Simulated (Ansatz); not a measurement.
**TaRu: how the settings move a relaxation**

How sensitive is a relaxation of TaRu to its settings? A reference run comes first, then one run with altered input.

Method: reference: DFT, PBEsol, PAW with Ansatz's default frozen-core files, scalar-relativistic; relaxation of cell and atoms, in Ansatz 0.2.0.

## Step 1: Starting point

It takes space group P4/mmm (No. 123, tetragonal). The conventional cell has a = 3.053 Å, b = 3.053 Å, c = 3.389 Å, α = 90.00°, β = 90.00°, γ = 90.00°. Ta (site symmetry 4/mmm) is surrounded by 8 Ru at 2.74 Å and 4 Ta at 3.05 Å. Ru (site symmetry 4/mmm) has 8 Ta at 2.74 Å and 4 Ru at 3.05 Å as nearest neighbours.

Structure file:

```
CELL_PARAMETERS angstrom
3.05300 0.00000 0.00000
0.00000 3.05300 0.00000
0.00000 0.00000 3.38900
ATOMIC_POSITIONS crystal
Ta 0.50000 0.50000 0.50000
Ru 0.00000 0.00000 0.00000
```

## Step 2: Reference

File input.yaml:

```yaml
crystal:
  lattice:
    - [3.053, 0.0, 0.0]
    - [0.0, 3.053, 0.0]
    - [0.0, 0.0, 3.389]
  atoms:
    - { symbol: Ta, position: [0.5, 0.5, 0.5] }
    - { symbol: Ru, position: [0.0, 0.0, 0.0] }
kpoints:
  mp_grid: { grid: [14, 14, 12] }
scf:
  occupations: { method: fermi_dirac, width: 0.05 }
hamiltonian:
  xc: pbesol
  pseudopotentials: { kind: paw }
relax:
  f_tol: 0.002
  max_steps: 80
  cell: {}
output:
  forces: true
  stress: true
  write_density: true
  write_potential: true
  elf: true
  volumetric_format: npy
```

The run is started by

```
$ ansatz run input.yaml --threads 1 --pin off --max-ram 3072MiB --backend cpu --events-out ev --progress --plain --runs-dir out
```

The main lines of its log:

```text
[...]
Basis set: ecut = 420 eV, 643 PW (Γ), exchange–correlation on 48×48×48 points (8 copies of the dense FFT grid, shifted against one another)
[...]
k-points: 252 of 2352
[...]
SCF iter   1: F=—  HF=-15623.589006 eV  |F-HF|=—  |Δ(HF+E_count)|=         —  Δρ=8.90e-3  dr2=3.06e-2  ethr=1.77e-3  ⟨swp⟩=5.5  Hψ=20499  notcnv=0
preconditioner: auto → none  [metal: Δε(μ)=0.023 eV  Ē_g=5.568 eV  σ=0.050 eV  W_gap=0.11  n_scr=6 (ndim 8)  ℏωp=23.8 eV  f_vac=0.000  D(μ)=1.75/eV (n_scr^D=18)  sad-step TF]
SCF iter   2: F=—  HF=-15623.586850 eV  |F-HF|=—  |Δ(HF+E_count)|=   2.16e-3  Δρ=5.00e-3  dr2=1.08e-2  ethr=1.05e-4  ⟨swp⟩=1.6  Hψ=7395  notcnv=0
[...]
relax step   1: F+E_penalty+E_count = -15623.58544628 eV  Δ(F+E_penalty+E_count) = +0.000e0 eV  max|allowed force component| = 1.128e-28 eV/Å  Δτ_max = 0.0000 Å  P = -5.212 GPa  Ω = 31.588 Å³  (6 SCF iters, dr2 threshold 1.00e-7 eV, accepted)
[...]
Basis set: ecut = 420 eV, 575 PW (Γ), exchange–correlation on 48×48×48 points (8 copies of the dense FFT grid, shifted against one another)
[...]
relax step   2: F+E_penalty+E_count = -15623.53486355 eV  Δ(F+E_penalty+E_count) = +5.058e-2 eV  max|allowed force component| = 3.392e-29 eV/Å  Δτ_max = 0.0000 Å  P = +14.021 GPa  Ω = 29.571 Å³  energy of the carried Pulay correction = +7.249e-4 eV  (6 SCF ite
[...]
Basis set: ecut = 420 eV, 595 PW (Γ), exchange–correlation on 48×48×48 points (8 copies of the dense FFT grid, shifted against one another)
[...]
relax step   3: F+E_penalty+E_count = -15623.59688600 eV  Δ(F+E_penalty+E_count) = -1.144e-2 eV  max|allowed force component| = 5.364e-29 eV/Å  Δτ_max = 0.0000 Å  P = -0.443 GPa  Ω = 31.018 Å³  energy of the carried Pulay correction = +2.006e-4 eV  (8 SCF iter
[...]
relax step   4: F+E_penalty+E_count = -15623.59698643 eV  Δ(F+E_penalty+E_count) = -1.004e-4 eV  max|allowed force component| = 9.664e-30 eV/Å  Δτ_max = 0.0000 Å  P = +0.015 GPa  Ω = 30.967 Å³  energy of the carried Pulay correction = +2.192e-4 eV  (6 SCF iter
[...]
SCF iter   7: F=-15623.596771 eV  HF=-15623.596771 eV  |F-HF|=3.64e-12  |Δ(HF+E_count)|=  5.46e-12  Δρ=3.06e-9  dr2=2.89e-15  ethr=1.00e-12  ⟨swp⟩=1.0  Hψ=4788  notcnv=0
SCF iter   8: F=-15623.596771 eV  HF=-15623.596771 eV  |F-HF|=3.64e-12  |Δ(HF+E_count)|=  7.28e-12  Δρ=7.89e-10  dr2=2.13e-16  ethr=1.00e-12  ⟨swp⟩=2.8  Hψ=14644  notcnv=0
[...]
relax step   5: F+E_penalty+E_count = -15623.59677078 eV  Δ(F+E_penalty+E_count) = +2.156e-4 eV  max|allowed force component| = 1.400e-29 eV/Å  Δτ_max = 0.0000 Å  P = +0.014 GPa  Ω = 30.967 Å³  stress off target by 1.89e-2 GPa  SCF on the basis re-selected at 
[...]
SCF converged after 8 iterations
Free energy (F): -15623.596771 eV
[...]
E sigma→0 (E₀):  -15623.589787 eV
[...]
Fermi energy:    21.742496 eV
[...]
  P = ⅓ Tr σ = 0.0136 GPa (0.136 kbar)
[...]
--- Relaxed structure (4 steps of the walk, 3 accepted, 1 SCFs on fresh bases) ---
[...]
```

Run time: 44 s. Hardware: 1 thread of Arm Neoverse V1, shared host; peak memory 0.43 GiB.

## Step 3: Variant: hubbard.sites [{species: Ru, l: d, u_eff: 1.0}], hubbard.double_counting amf

Changes to input.yaml since step 2:

```diff
@@ -15,2 +15,3 @@
   pseudopotentials: { kind: paw }
+  hubbard: { sites: [{ species: Ru, l: d, u_eff: 1.0 }], double_counting: amf }
 relax:
```

The run is started by

```
$ ansatz run input.yaml --threads 1 --pin off --max-ram 3072MiB --backend cpu --events-out ev --progress --plain --runs-dir out
```

Standard output:

```text
Ta: projections on atomic orbitals take those of the free atom [Kr 4d10 4f14] 5s2 5p6 5d3 6s2, of charge +0.00 (hamiltonian.pseudopotentials.projection_atoms); the dataset's partial waves leave at most 6.0e-5 of an orbital's norm unspanned inside its sphere
Ru: projections on atomic orbitals take those of the free atom [Ar 3d10] 4s2 4p6 4d7 5s1, of charge +0.00 (hamiltonian.pseudopotentials.projection_atoms); the dataset's partial waves leave at most 8.1e-6 of an orbital's norm unspanned inside its sphere
Engine: ansatz 0.2.0
Pseudopotentials: kind: paw
Pseudopotential: Ta, paw, valence charge 13, recommended cutoff 420 eV (normal), Ta.paw.azcp
Pseudopotential: Ru, paw, valence charge 16, recommended cutoff 420 eV (normal), Ru.paw.azcp
Functional definition: PBEsol
  exchange = pbesol_x
  correlation = pbesol_c
Crystal: 2 atoms, lattice volume = 31.588 Å³
Basis set: ecut = 420 eV, 643 PW (Γ), exchange–correlation on 48×48×48 points (8 copies of the dense FFT grid, shifted against one another)
Bands: 19, of which v1, the nominal top of the filled ones, is band 15 counted from 1 (14 counted from 0)
Symmetry: 16 space group operations
Space group: P4/mmm (ITA 123), of the structure as read, at distance tolerance 3.2e-5 Å
k-points: 252 of 2352
Non-local potential: Ta, projectors of the file, l = 0: 3, l = 1: 2, l = 2: 2, l = 3: 1
Non-local potential: Ru, projectors of the file, l = 0: 3, l = 1: 2, l = 2: 2, l = 3: 1
PAW form: soft (Blöchl's): semilocal exchange-correlation on the pseudo side does not see the compensation charge
PAW frozen core: Ta, regenerated for the run's functional, and the local potential with it (the file was generated under x = pbe(κ = 0.804, μ = 0.2195149727645171), c = pbe(β = 0.06672455060314922))
PAW frozen core: Ru, regenerated for the run's functional, and the local potential with it (the file was generated under x = pbe(κ = 0.804, μ = 0.2195149727645171), c = pbe(β = 0.06672455060314922))
PAW one-centre angular grid: Ta, 590 points (default); XC on 64 Gauss nodes
PAW one-centre angular grid: Ru, 590 points (default); XC on 64 Gauss nodes
Initial density: superposition of atomic densities (chi_scale 0.1, normalization cell, long waves kept (reshape's long-wave potential 0.00 eV rms))
Initial wavefunctions: pseudopotential atomic-orbital guess
Functional: x = pbesol(κ = 0.804, μ = 0.12345679012345678), c = pbesol(β = 0.046)
SCF iter   1: F=—  HF=-15627.802072 eV  |F-HF|=—  |Δ(HF+E_count)|=         —  Δρ=2.50e-1  dr2=3.30e1  ethr=3.10e-3  ⟨swp⟩=5.6  Hψ=19823  notcnv=0
preconditioner: auto → none  [metal: Δε(μ)=0.002 eV  Ē_g=5.707 eV  σ=0.050 eV  W_gap=0.01  n_scr=6 (ndim 8)  ℏωp=23.8 eV  f_vac=0.000  D(μ)=1.88/eV (n_scr^D=18)  sad-step TF]
SCF iter   2: F=—  HF=-15624.268402 eV  |F-HF|=—  |Δ(HF+E_count)|=    3.53e0  Δρ=1.04e-1  dr2=5.71e0  ethr=3.10e-3  ⟨swp⟩=3.2  Hψ=12698  notcnv=0  defer=19
SCF iter   3: F=—  HF=-15623.614567 eV  |F-HF|=—  |Δ(HF+E_count)|=   6.54e-1  Δρ=2.58e-2  dr2=1.22e-1  ethr=3.10e-3  ⟨swp⟩=2.8  Hψ=9720  notcnv=0  defer=11
SCF iter   4: F=—  HF=-15623.628686 eV  |F-HF|=—  |Δ(HF+E_count)|=   1.41e-2  Δρ=1.22e-2  dr2=6.90e-2  ethr=4.21e-4  ⟨swp⟩=3.0  Hψ=9588  notcnv=0
SCF iter   5: F=—  HF=-15623.612290 eV  |F-HF|=—  |Δ(HF+E_count)|=   1.64e-2  Δρ=3.38e-3  dr2=3.76e-3  ethr=2.38e-4  ⟨swp⟩=2.3  Hψ=7598  notcnv=0
SCF iter   6: F=—  HF=-15623.611911 eV  |F-HF|=—  |Δ(HF+E_count)|=   3.78e-4  Δρ=1.20e-3  dr2=3.11e-4  ethr=1.30e-5  ⟨swp⟩=1.1  Hψ=5128  notcnv=0
SCF iter   7: F=—  HF=-15623.611861 eV  |F-HF|=—  |Δ(HF+E_count)|=   5.00e-5  Δρ=2.81e-4  dr2=1.50e-5  ethr=1.07e-6  ⟨swp⟩=2.4  Hψ=7244  notcnv=0
SCF iter   8: F=—  HF=-15623.611858 eV  |F-HF|=—  |Δ(HF+E_count)|=   3.56e-6  Δρ=4.73e-5  dr2=8.96e-7  ethr=5.17e-8  ⟨swp⟩=2.2  Hψ=7414  notcnv=0
SCF iter   9: F=-15623.611857 eV  HF=-15623.611857 eV  |F-HF|=2.37e-8  |Δ(HF+E_count)|=   1.93e-7  Δρ=1.33e-5  dr2=3.91e-8  ethr=3.45e-10  ⟨swp⟩=8.3  Hψ=29996  notcnv=0
SCF 1 converged in 9 iterations: F = -15623.611857 eV  dr2 = 3.91e-8
relax step   1: F+E_penalty+E_count = -15623.61185738 eV  Δ(F+E_penalty+E_count) = +0.000e0 eV  max|allowed force component| = 1.010e-28 eV/Å  Δτ_max = 0.0000 Å  P = -5.064 GPa  Ω = 31.588 Å³  (9 SCF iters, dr2 threshold 1.00e-7 eV, accepted)
Crystal: 2 atoms, lattice volume = 29.632 Å³
Basis set: ecut = 420 eV, 575 PW (Γ), exchange–correlation on 48×48×48 points (8 copies of the dense FFT grid, shifted against one another)
Initial density: handed on by an earlier stage of this run
Initial wavefunctions: those handed on with the density
iter 1 solved again at ethr=5.11e-4 eV; its pass at ethr=3.10e-3 eV (dr2=1.48e-1 eV) is discarded
SCF iter   1: F=—  HF=-15623.583203 eV  |F-HF|=—  |Δ(HF+E_count)|=         —  Δρ=1.64e-2  dr2=1.47e-1  ethr=5.11e-4  ⟨swp⟩=1.0  Hψ=26664  notcnv=0
preconditioner: auto → none  [metal: Δε(μ)=0.014 eV  Ē_g=5.948 eV  σ=0.050 eV  W_gap=0.07  n_scr=6 (ndim 8)  ℏωp=24.6 eV  f_vac=0.000  D(μ)=1.72/eV (n_scr^D=18)]
SCF iter   2: F=—  HF=-15623.686697 eV  |F-HF|=—  |Δ(HF+E_count)|=   1.03e-1  Δρ=4.12e-2  dr2=8.81e-1  ethr=5.08e-4  ⟨swp⟩=3.5  Hψ=9926  notcnv=0  recentre
SCF iter   3: F=—  HF=-15623.565082 eV  |F-HF|=—  |Δ(HF+E_count)|=   1.22e-1  Δρ=2.36e-3  dr2=5.02e-4  ethr=5.08e-4  ⟨swp⟩=2.3  Hψ=9071  notcnv=0  defer=2
SCF iter   4: F=—  HF=-15623.565352 eV  |F-HF|=—  |Δ(HF+E_count)|=   2.69e-4  Δρ=1.01e-3  dr2=3.57e-4  ethr=1.73e-6  ⟨swp⟩=2.2  Hψ=8303  notcnv=0  defer=2
SCF iter   5: F=—  HF=-15623.565335 eV  |F-HF|=—  |Δ(HF+E_count)|=   1.64e-5  Δρ=2.09e-4  dr2=1.32e-5  ethr=1.23e-6  ⟨swp⟩=1.1  Hψ=4803  notcnv=0  defer=2
SCF iter   6: F=—  HF=-15623.565335 eV  |F-HF|=—  |Δ(HF+E_count)|=   2.90e-7  Δρ=3.57e-5  dr2=1.60e-7  ethr=6.90e-10  ⟨swp⟩=8.0  Hψ=32175  notcnv=0
SCF iter   7: F=-15623.565335 eV  HF=-15623.565335 eV  |F-HF|=1.09e-11  |Δ(HF+E_count)|=   1.72e-9  Δρ=5.97e-6  dr2=3.34e-9  ethr=5.52e-10  ⟨swp⟩=6.3  Hψ=29969  notcnv=0
SCF 2 converged in 7 iterations: F = -15623.565335 eV  dr2 = 3.34e-9
relax step   2: F+E_penalty+E_count = -15623.56533506 eV  Δ(F+E_penalty+E_count) = +4.652e-2 eV  max|allowed force component| = 5.285e-29 eV/Å  Δτ_max = 0.0000 Å  P = +13.488 GPa  Ω = 29.632 Å³  energy of the carried Pulay correction = +7.067e-4 eV  (7 SCF iters, dr2 threshold 2.00e-7 eV, rejected (line search))
Crystal: 2 atoms, lattice volume = 31.032 Å³
Basis set: ecut = 420 eV, 595 PW (Γ), exchange–correlation on 48×48×48 points (8 copies of the dense FFT grid, shifted against one another)
iter 1 solved again at ethr=2.90e-4 eV; its pass at ethr=3.10e-3 eV (dr2=8.41e-2 eV) is discarded
SCF iter   1: F=—  HF=-15623.632702 eV  |F-HF|=—  |Δ(HF+E_count)|=         —  Δρ=1.19e-2  dr2=8.36e-2  ethr=2.90e-4  ⟨swp⟩=1.0  Hψ=26964  notcnv=0
preconditioner: auto → none  [metal: Δε(μ)=0.011 eV  Ē_g=5.736 eV  σ=0.050 eV  W_gap=0.05  n_scr=6 (ndim 8)  ℏωp=24.0 eV  f_vac=0.000  D(μ)=1.52/eV (n_scr^D=18)]
SCF iter   2: F=—  HF=-15623.700295 eV  |F-HF|=—  |Δ(HF+E_count)|=   6.76e-2  Δρ=3.49e-2  dr2=6.79e-1  ethr=2.88e-4  ⟨swp⟩=3.4  Hψ=9741  notcnv=0  recentre
SCF iter   3: F=—  HF=-15623.622383 eV  |F-HF|=—  |Δ(HF+E_count)|=   7.79e-2  Δρ=2.01e-3  dr2=9.69e-4  ethr=2.88e-4  ⟨swp⟩=2.2  Hψ=8755  notcnv=0  defer=1
SCF iter   4: F=—  HF=-15623.622452 eV  |F-HF|=—  |Δ(HF+E_count)|=   6.89e-5  Δρ=8.23e-4  dr2=2.98e-4  ethr=3.34e-6  ⟨swp⟩=2.2  Hψ=7764  notcnv=0  defer=1
SCF iter   5: F=—  HF=-15623.622421 eV  |F-HF|=—  |Δ(HF+E_count)|=   3.09e-5  Δρ=3.86e-4  dr2=5.77e-5  ethr=1.03e-6  ⟨swp⟩=1.0  Hψ=4789  notcnv=0  defer=1
SCF iter   6: F=—  HF=-15623.622415 eV  |F-HF|=—  |Δ(HF+E_count)|=   6.68e-6  Δρ=1.03e-4  dr2=4.05e-6  ethr=1.99e-7  ⟨swp⟩=1.0  Hψ=4797  notcnv=0  defer=1
SCF iter   7: F=—  HF=-15623.622417 eV  |F-HF|=—  |Δ(HF+E_count)|=   1.93e-6  Δρ=2.04e-5  dr2=1.03e-7  ethr=1.40e-8  ⟨swp⟩=1.7  Hψ=5569  notcnv=0  defer=1
SCF iter   8: F=—  HF=-15623.622415 eV  |F-HF|=—  |Δ(HF+E_count)|=   1.42e-6  Δρ=2.06e-6  dr2=1.15e-9  ethr=3.55e-10  ⟨swp⟩=2.0  Hψ=6370  notcnv=0  defer=1
SCF iter   9: F=—  HF=-15623.622415 eV  |F-HF|=—  |Δ(HF+E_count)|=  1.13e-10  Δρ=6.54e-7  dr2=1.32e-10  ethr=3.97e-12  ⟨swp⟩=2.1  Hψ=7717  notcnv=0  defer=1
SCF iter  10: F=-15623.622415 eV  HF=-15623.622415 eV  |F-HF|=7.28e-12  |Δ(HF+E_count)|=  1.09e-11  Δρ=1.09e-7  dr2=4.11e-12  ethr=1.00e-12  ⟨swp⟩=5.9  Hψ=21302  notcnv=0
SCF 3 converged in 10 iterations: F = -15623.622415 eV  dr2 = 4.11e-12
relax step   3: F+E_penalty+E_count = -15623.62241518 eV  Δ(F+E_penalty+E_count) = -1.056e-2 eV  max|allowed force component| = 4.536e-30 eV/Å  Δτ_max = 0.0000 Å  P = -0.403 GPa  Ω = 31.032 Å³  energy of the carried Pulay correction = +1.970e-4 eV  (10 SCF iters, accepted)
Crystal: 2 atoms, lattice volume = 30.985 Å³
iter 1 solved again at ethr=3.21e-7 eV; its pass at ethr=3.10e-3 eV (dr2=9.31e-5 eV) is discarded
SCF iter   1: F=—  HF=-15623.622503 eV  |F-HF|=—  |Δ(HF+E_count)|=         —  Δρ=3.99e-4  dr2=9.26e-5  ethr=3.21e-7  ⟨swp⟩=2.9  Hψ=24654  notcnv=0
preconditioner: auto → none  [metal: Δε(μ)=0.007 eV  Ē_g=5.703 eV  σ=0.050 eV  W_gap=0.04  n_scr=6 (ndim 8)  ℏωp=24.1 eV  f_vac=0.000  D(μ)=1.61/eV (n_scr^D=18)]
SCF iter   2: F=—  HF=-15623.622576 eV  |F-HF|=—  |Δ(HF+E_count)|=   7.34e-5  Δρ=1.12e-3  dr2=6.90e-4  ethr=3.19e-7  ⟨swp⟩=2.1  Hψ=7871  notcnv=0  recentre
SCF iter   3: F=—  HF=-15623.622492 eV  |F-HF|=—  |Δ(HF+E_count)|=   8.47e-5  Δρ=5.46e-5  dr2=2.84e-7  ethr=3.19e-7  ⟨swp⟩=2.0  Hψ=6442  notcnv=0
SCF iter   4: F=-15623.622492 eV  HF=-15623.622492 eV  |F-HF|=8.62e-10  |Δ(HF+E_count)|=   1.64e-7  Δρ=8.99e-6  dr2=8.94e-9  ethr=6.90e-10  ⟨swp⟩=8.0  Hψ=30021  notcnv=0
SCF 4 converged in 4 iterations: F = -15623.622492 eV  dr2 = 8.94e-9
relax step   4: F+E_penalty+E_count = -15623.62249197 eV  Δ(F+E_penalty+E_count) = -7.679e-5 eV  max|allowed force component| = 1.972e-30 eV/Å  Δτ_max = 0.0000 Å  P = +0.014 GPa  Ω = 30.985 Å³  energy of the carried Pulay correction = +2.139e-4 eV  (4 SCF iters, dr2 threshold 2.00e-7 eV, accepted)
Initial wavefunctions: pseudopotential atomic-orbital guess (no wavefunctions were taken with the density)
iter 1 solved again at ethr=2.95e-8 eV; its pass at ethr=3.10e-3 eV (dr2=8.57e-6 eV) is discarded
SCF iter   1: F=—  HF=-15623.622280 eV  |F-HF|=—  |Δ(HF+E_count)|=         —  Δρ=3.81e-5  dr2=7.67e-8  ethr=2.95e-8  ⟨swp⟩=3.0  Hψ=34728  notcnv=0
preconditioner: auto → none  [metal: Δε(μ)=0.008 eV  Ē_g=5.704 eV  σ=0.050 eV  W_gap=0.04  n_scr=6 (ndim 8)  ℏωp=24.1 eV  f_vac=0.000  D(μ)=1.60/eV (n_scr^D=18)]
SCF iter   2: F=—  HF=-15623.622281 eV  |F-HF|=—  |Δ(HF+E_count)|=   5.66e-7  Δρ=1.82e-5  dr2=3.06e-8  ethr=2.64e-10  ⟨swp⟩=2.3  Hψ=8513  notcnv=0
SCF iter   3: F=—  HF=-15623.622281 eV  |F-HF|=—  |Δ(HF+E_count)|=   2.80e-8  Δρ=2.02e-5  dr2=2.02e-7  ethr=1.05e-10  ⟨swp⟩=2.4  Hψ=7475  notcnv=0  recentre
SCF iter   4: F=—  HF=-15623.622281 eV  |F-HF|=—  |Δ(HF+E_count)|=   2.30e-8  Δρ=3.28e-6  dr2=6.80e-10  ethr=1.05e-10  ⟨swp⟩=2.0  Hψ=6565  notcnv=0
SCF iter   5: F=—  HF=-15623.622281 eV  |F-HF|=—  |Δ(HF+E_count)|=  4.38e-10  Δρ=4.96e-7  dr2=2.26e-11  ethr=2.35e-12  ⟨swp⟩=2.0  Hψ=8353  notcnv=0
SCF iter   6: F=-15623.622281 eV  HF=-15623.622281 eV  |F-HF|=5.46e-12  |Δ(HF+E_count)|=  1.64e-11  Δρ=1.05e-7  dr2=2.58e-12  ethr=1.00e-12  ⟨swp⟩=5.1  Hψ=19585  notcnv=0
SCF 5 converged in 6 iterations: F = -15623.622281 eV  dr2 = 2.58e-12
relax step   5: F+E_penalty+E_count = -15623.62228061 eV  Δ(F+E_penalty+E_count) = +2.114e-4 eV  max|allowed force component| = 4.930e-30 eV/Å  Δτ_max = 0.0000 Å  P = +0.013 GPa  Ω = 30.985 Å³  stress off target by 1.46e-2 GPa  SCF on the basis re-selected at this cell (its energy is not comparable with the rows above)  (6 SCF iters)
basis re-selected at this cell: Δ(F+E_penalty+E_count) = +2.114e-4 eV, ΔP = -0.001 GPa vs the last step (what re-selecting the basis moved, of the pressure what is left beyond the Pulay correction that the steps carried, after the strain that the cell walked since its last selection, with what the two solves' SCF thresholds leave and, on support functions, any second-order correction that the steps lacked; it is no measure of the basis error at this ecutwfc). This SCF's stress stands 1.46e-2 GPa from its target on what of the cell is left free (relax.cell.stress_tol is 5.00e-2 GPa) and its largest allowed force component is 4.93e-30 eV/Å (relax.f_tol is 2.00e-3 eV/Å): within both
SCF converged after 6 iterations
Free energy (F): -15623.622281 eV
Harris-Foulkes:  -15623.622281 eV  (|F-HF|=5.46e-12)
Internal energy: -15623.608360 eV  (E = F + TS)
E sigma→0 (E₀):  -15623.615320 eV
Entropy (-TS):   -0.013920 eV (-6.960 meV/atom)
Fermi energy:    21.748237 eV
--- Per-component energies (eV) ---
  E_band       = -162.009099
  E_kinetic    = 881.651215
  E_local      = -1896.035553  (includes V_loc(G=0)·N_el)
  E_nonlocal   = 362.123105
  E_hartree    = 635.811601
  E_xc         = -407.173641
  E_vxc        = -443.413622  (∫ρ·V_xc dr)
  E_hubbard    = -0.027950  (on-site DFT+U / exact-exchange correction)
  E_vhub       = -0.055900  (the Hubbard potential's part of the band-sum identity)
  E_paw        = -11672.158419  (= ΣΔE_a)
  E_vpaw       = -337.901491  (= ΣTr[D̂ρ^β])
  E_aug_tail   = -0.000068  (compensation charges beyond the density's cutoff)
  E_ewald      = -3528.265593
  E_core_change = 0.466942  (= ΣΔE_core)
  E_smearing   = -0.013920  (= −TS)
  E_closure    = 0.000000  (closes the sum)
  Σ components = -15623.622281   (vs F -15623.622281, Δ=0.00e0)
DFT+U double counting: amf (around mean field; hamiltonian.hubbard.double_counting)
--- Forces (eV/Å), atoms counted from 1 ---
  atom   1  Ta    -0.00000000     0.00000000     0.00000000
  atom   2  Ru     0.00000000    -0.00000000     0.00000000
  max |Σ_I F_I| component: 9.07e-30 eV/Å
--- Stress (GPa, compression-positive) ---
        0.012621       0.000000       0.000000
        0.000000       0.012621       0.000000
        0.000000       0.000000       0.014629
  P = ⅓ Tr σ = 0.0133 GPa (0.133 kbar)
--- Band table (eV; the first three rows and the last of 252) ---
  k-point 0: bands = ["-51.1248", "-46.5297", "-21.1500", "-21.1040", "-21.1040", "-12.9695", "-12.8136", "-12.8136", "12.9804", "15.7721", "16.0466", "19.3035", "19.3035", "20.2136", "22.1963", "23.6474", "26.2111", "26.3341", "26.3341"]
  k-point 1: bands = ["-51.1244", "-46.5297", "-21.1522", "-21.1032", "-21.1032", "-12.9837", "-12.8145", "-12.8145", "13.1169", "15.8667", "16.1145", "19.3263", "19.3263", "20.2503", "22.0305", "23.6229", "25.9398", "25.9398", "26.1304"]
  k-point 2: bands = ["-51.1233", "-46.5297", "-21.1581", "-21.1010", "-21.1010", "-13.0224", "-12.8171", "-12.8171", "13.5143", "16.1302", "16.3159", "19.3960", "19.3960", "20.3549", "21.5743", "23.5150", "25.0893", "25.0893", "25.9080"]
  k-point 251: bands = ["-51.0921", "-46.4788", "-21.2524", "-21.2524", "-21.1523", "-13.2644", "-13.2644", "-13.0780", "17.7472", "18.2545", "18.2545", "18.4386", "19.1571", "19.1571", "21.4536", "22.2216", "25.5471", "27.1175", "29.5041"]
Occupation matrices written to <dir>
--- Relaxed structure (4 steps of the walk, 3 accepted, 1 SCFs on fresh bases) ---
  F+E_penalty+E_count = -15623.62228061 eV   max|allowed force component| = 4.930e-30 eV/Å   (the final SCF, on the basis selected at the relaxed cell)
  cell:  # Å, volume = 30.9847 Å³
    - [3.025738369253514, -2.0925608055879165e-34, 0.0]
    - [-3.952614854999397e-34, 3.025738369253514, 0.0]
    - [0.0, 0.0, 3.384420118175694]
  atoms:
    - { symbol: Ta, position: [0.5, 0.5, 0.5] }
    - { symbol: Ru, position: [0.0, 2.0021521861368803e-36, 0.0] }
```

It took 74 s on 1 thread of Arm Neoverse V1, shared host; peak memory 0.5 GiB.

Changing the Hubbard U moves the energy by -12.8 meV/atom. The U term adds an energy of its own, so the shift says nothing about which run is better. Cost: 36 SCF cycles against 34, 74 s against 44 s.

## Step 4: Comparison

```tsv
run	ending	energy change	pressure (GPa)	gap (eV)	force (eV/Å)	cycles	time
reference	converged	0	0.0	0.00	0.00	34	44 s
1: hubbard.sites [{species: Ru, l: d, u_eff: 1.0}], hubbard.double_counting amf	converged	-12.8 meV/atom (U changed: no physical gain or loss)	0.0	0.00	0.00	36	74 s
```

What this shows: Changing the Hubbard U moves the energy by -12.8 meV/atom. The U term adds an energy of its own, so the shift says nothing about which run is better. Cost: 36 SCF cycles against 34, 74 s against 44 s. A changed U is a change of model: its shifts are not errors of convergence.
